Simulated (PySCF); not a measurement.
# A gas-phase reaction: CH3AlF2O + ClH → AlClF2 + CH4O

Wanted: the reaction energy for `C[O][Al]([F])[F]` + `Cl` → `[F][Al]([F])[Cl]` + `CO`.

Programs: PySCF 2.14.0. All values are calculated, for the isolated system unless a continuum is named. Atoms count from 0, parts from 1.

## 1. The system as given

Each species was relaxed by itself at PBE0-D3(BJ)/def2-SVPD.

## 2. Energies of the species: wB97M-D3(BJ)/def2-TZVPD

What the job is given:

```
{"job": {"kind": "react", "xc": "wB97M-D3(BJ)", "basis": "def2-TZVPD"}, "charge": 0, "multiplicity": 1}
-1 CH3AlF2O charge 0 multiplicity 1
C     -1.155580    -0.459920    -0.384580
O     -0.247660     0.555830    -0.064620
Al     1.344620     0.656170     0.451530
F      2.270060    -0.694050     0.743690
F      2.038100     2.143430     0.682000
H     -1.554560    -0.294980    -1.397090
H     -0.695190    -1.461130    -0.352580
H     -1.999650    -0.445620     0.322150

-1 ClH charge 0 multiplicity 1
Cl     0.644540    -0.013530    -0.004950
H     -0.643330     0.014640     0.005510

+1 AlClF2 charge 0 multiplicity 1
F     -1.382670     0.224730    -0.941790
Al     0.007650    -0.009420    -0.071780
F      1.355350    -0.574710    -0.852130
Cl     0.061560     0.400980     1.962920

+1 CH4O charge 0 multiplicity 1
C     -0.335330     0.038540     0.025800
O      0.972710     0.460410    -0.266440
H     -1.007890     0.868880    -0.225450
H     -0.638180    -0.838580    -0.572620
H     -0.471840    -0.199100     1.095400
H      1.591820    -0.242300    -0.057520
```

Method: wB97M-D3(BJ)/def2-TZVPD reaction energy of separated species, gas phase.

Command:

```console
$ OMP_NUM_THREADS=1 python cluster_run.py task.json out
```

One launch serves the whole session: the jobs run in the order shown.

**Question.** The jobs that follow are: PBE0-D3(BJ)/def2-TZVPD reaction energy of separated species, gas phase. Predict: reaction energy (wB97M-D3(BJ)/def2-TZVPD); ΔH, ΔG at 298 K (xTB thermal terms). Thermal terms come from harmonic xTB runs on each species.

**Answer**, as computed:

| quantity | value |
| --- | --- |
| reaction energy (wB97M-D3(BJ)/def2-TZVPD) | -5.67 kcal/mol |
| ΔH, ΔG at 298 K (xTB thermal terms) | -3.5, -3.9 kcal/mol |
| range of the reaction energy over the runs of this table | -6.67 to -5.67 kcal/mol |

What this shows: The reaction is exothermic by 3.5 kcal/mol in the gas phase; dispersion gives +0.20, and xTB itself gave -6.01 for the electronic energy (xTB energies and thermal terms come from the earlier relaxation of each species, not shown). No barrier was sought. The reaction energy runs from -6.67 (PBE0-D3(BJ)/def2-TZVPD) to -5.67 kcal/mol (wB97M-D3(BJ)/def2-TZVPD).
